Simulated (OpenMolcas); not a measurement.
# Multireference states of ZrO⁺

Which states of ZrO⁺ lie lowest, and how does spin–orbit coupling split them?

Computed with OpenMolcas 26.06. Level: SA-CASSCF(7,9), XMS-CASPT2, RASSI; ANO-RCC-VDZP.

All values are calculated.

### Step 1. Set-up

C2 symmetry about the axis (a holds Σ, Δ, Γ; b holds Π, Φ, H; Σ⁺ and Σ⁻ are not told apart); roots by multiplicity and irrep: 2a 3.

Active shells: Zr 5s 4d, O 2p.

m.inp reads:

```
&GATEWAY
Coord
2
angstrom
Zr 0.0 0.0 0.0
O 0.0 0.0 1.6850
Basis=ANO-RCC-VDZP
Group=XY
RX2C
AMFI
ANGMom
0.0 0.0 0.0
RICD
&SEWARD
&GUESSORB
&RASSCF
FileOrb=$CurrDir/o21.orb
Symmetry=1
Spin=2
nActEl=7 0 0
Inactive=12 8
RAS2=5 4
CIRoot=3 3 1
Linear
Iterations=120 100
OrbListing=Nothing
PRWF=0.15
>>COPY $Project.RasOrb $CurrDir/o21.orb
>>COPY $Project.rasscf.h5 $CurrDir/r21.h5
&CASPT2
XMultistate=all
Imaginary=0.2
IPEA=0.25
MaxIter=40
>>COPY $Project.JobMix JOB001
&RASSI
Nr of JobIphs=1 3
1 2 3
SpinOrbit
EJob
Omega
MEES
MESO
Properties=4
'AngMom' 3 'Mltpl  1' 1 'Mltpl  1' 2 'Mltpl  1' 3
Thrs=1.0d-4
>>COPY $Project.rassi.h5 $CurrDir/so.h5
```

Each module block was a call of its own in one work directory; start orbitals came from a preliminary run.

Launch:

```sh
$ pymolcas m.inp
```

### Step 2. The spin-free blocks

Further steps of the session: Spin–orbit coupling by RASSI.

Q: Predict the outcome of this session. Wanted: lowest spin-free state; next spin-free state; lowest level; next level; lowering by spin–orbit coupling.

As calculated:

| quantity | value |
| --- | --- |
| lowest spin-free state | (1)2Δ |
| next spin-free state | (1)2Σ, 0.215 eV |
| lowest level | Ω = 5/2, 100 % (1)2Δ |
| next level | Ω = 3/2, 716 cm⁻¹ |
| lowering by spin–orbit coupling | 358 cm⁻¹ |

At 1.685 Å the lowest computed level has Ω = 5/2 and is 100 % (1)2Δ. The levels that stem mainly from (1)2Δ spread over 716 cm⁻¹. Only the spin multiplicities and numbers of roots in the input were computed, so the list of states is not complete and the lowest one found need not be the ground state; labels number the states computed. For d and f metals this valence active space lacks a second d shell: the order of states is not reliable within half an eV or more, and the lowest computed state need not be the true ground state.
